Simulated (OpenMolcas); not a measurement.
# Ti³⁺ among point charges: CASSCF and CASPT2 levels and susceptibility

How does a field of 8 point charges split the states of Ti³⁺, and what χT follows?

Method: state-averaged CASSCF and CASPT2, spin-orbit coupling by RASSI with atomic mean-field integrals. Code: OpenMolcas 26.06.

**1. What is computed**

- Species: Ti³⁺ (titanium, Z = 22, 19 electrons)
- Basis: ANO-RCC-VDZP [5s4p2d1f], 34 functions
- Scalar Hamiltonian: DKH2, point nucleus
- Inactive shells: 1s 2s 2p 3s 3p
- Active space: 1 electron in 5 orbitals (3d)
- Some configurations of this space: 3d
- Orbitals: optimised for each spin and parity, averaged over all roots

Outer shells as boxes (Hund's rule):

3d
```
3d [↑ ][  ][  ][  ][  ]
```

The ion sits among 8 point charges of -1.5 e arranged as a cube (Oh), 2.08 Å from the ion.

The work runs as a chain of OpenMolcas steps in one folder; each step below is one input file. Labels, J, g values, rates, χT and fits are worked out afterwards by a script from the matrices that RASSI stores. The input lists half of the charges; inversion (Group=XYZ) makes the rest.

**2. One- and two-electron integrals**

Input file a.inp:

```
&GATEWAY
Coord
1

Ti 0.0 0.0 0.0
Basis=ANO-RCC-VDZP
Group=XYZ
NoMove
AngMom=0.0 0.0 0.0
AMFI
XField
4 Angstrom 0
1.200889 1.200889 1.200889 -1.500000
1.200889 1.200889 -1.200889 -1.500000
1.200889 -1.200889 1.200889 -1.500000
1.200889 -1.200889 -1.200889 -1.500000
&SEWARD
```

Launch:

```console
$ OMP_NUM_THREADS=1 MOLCAS_MEM=1689 MOLCAS_PROJECT=a pymolcas a.inp > a.log
```

**3. Reference wave functions, doublets of even parity, 5 roots**

Input file a.inp:

```
&RASSCF
FileOrb=start.orb
Symmetry=1
Spin=2
nActEl=1 0 0
Inactive=3 6
Ras2=5 0
CIRoot=5 5 1
SDav=5
CIMx=300
Iter=120 100
PrWF=0.3
OrbListing=Nothing
MaxOrb=0
>>> COPY $Project.JobIph JOB001
```

start.orb holds the contracted functions of the basis, ordered by shell, or the orbitals of the step before.

**4. State interaction with spin-orbit coupling**

Input file a.inp:

```
&RASSI
NrOfJobIphs=1 5
1 2 3 4 5
IphNames
JOB001
EJob
SpinOrbit
DIPRint=1.0
SOCoupling=1000.0
Subsets=2
Property=9
'ANGMOM' 1 'ANGMOM' 2 'ANGMOM' 3 'MLTPL  1' 1 'MLTPL  1' 2 'MLTPL  1' 3
'AMFI' 1 'AMFI' 2 'AMFI' 3
SOProperty=3
'ANGMOM' 1 'ANGMOM' 2 'ANGMOM' 3
```

**5. CASPT2: IPEA 0.25, imaginary shift 0.1 (closed shells correlated: 3s 3p)**

Input file a.inp:

```
>>> COPY JOB001 $Project.JobIph
&CASPT2
Multistate=5 1 2 3 4 5
NoMult
Frozen=2 3
IPEA=0.25
Imaginary=0.1
MaxIter=60
WThr=0.0 0.3 0.05
PrWF=0.5
NoMix
```

(Steps that only read results are left out.)

**Question.** What will these runs give? Wanted: spin-free ground state; first state of the same spin within the active space; lowest level; next level.

**Answer**, as computed:

| quantity | value |
| --- | --- |
| method | SS-CASPT2, IPEA 0.25, imaginary shift 0.1 (closed shells correlated: 3s 3p) |
| spin-free ground state | 2E, 2-fold in its orbital part |
| first state of the same spin within the active space | 2T2 at 4650 cm⁻¹ |
| lowest level | 4-fold Γ8 |
| next level | 4587.5 cm⁻¹ |
| χT at 300 K | 0.40 cm³ K/mol |
| effective moment at 300 K | 1.78 μB |

Cost by method:

| method | time of its own steps | time with the reference |
| --- | --- | --- |
| A. CASSCF | 1.7 s | 1.7 s |
| B. SS-CASPT2, IPEA 0.25, imaginary shift 0.1, +3s 3p | 0.57 s | 2.3 s |

Times are of one thread on a shared host.

What this shows: The spin-free ground state (2E) comes to 100 % from free-ion D terms and keeps the highest spin of the shell. χT at 300 K is 0.40, against 0.38 cm³ K/mol for the spin alone; near agreement at one temperature doesn't show that the orbital moment is quenched. A ligand-field fit to the states below 45000 cm-1 gives 10Dq = -4650 cm-1, the gap between the two states. CASPT2 does not keep the components of a term degenerate, and the means are used. An orbital doublet at a regular site is open to a Jahn-Teller distortion, which this geometry leaves out. The field of point charges can differ much from that of real complexes. This is an electrostatic model: the charges have no orbitals.
